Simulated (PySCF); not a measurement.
# F6Mn ([MnF6]2-): the cost of one run

Computed with PySCF 2.14.0 and routines of our own; the level stands in each step. Atoms count from 0.

### 1 The system as given

7 atoms, charge -2, states of the metal's open shell are computed; geometry from: model geometry, bond lengths from ionic radii.

### 2 Ligand-field states: state-averaged CASSCF in water

What the job is given:

```
{"job": {"kind": "lf", "basis": {"metal": "x2c-TZVPall", "ligand": "x2c-SVPall"}, "nevpt": true, "solvent": "water"}, "charge": -2, "metal": "Mn", "open_shell": "d3"}
Mn     0.000000     0.000000     0.000000
F      0.000000     0.000000     1.830000
F      0.000000     0.000000    -1.830000
F      1.830000     0.000000     0.000000
F     -1.830000     0.000000     0.000000
F      0.000000     1.830000     0.000000
F     -0.000000    -1.830000     0.000000
```

Level: state-averaged CASSCF of the metal d shell, SC-NEVPT2 on the averaged canonical orbitals, state-interaction spin-orbit coupling.

Run with:

```bash
$ OMP_NUM_THREADS=1 python lf_run.py task.json out
```

The driver reads the jobs from task.json and runs them one after another.

**Question.** How long does this first job take on 1 thread of Arm Neoverse V2, shared host, and how much memory does it need?

About 11 s, with a peak of 0.31 GiB.
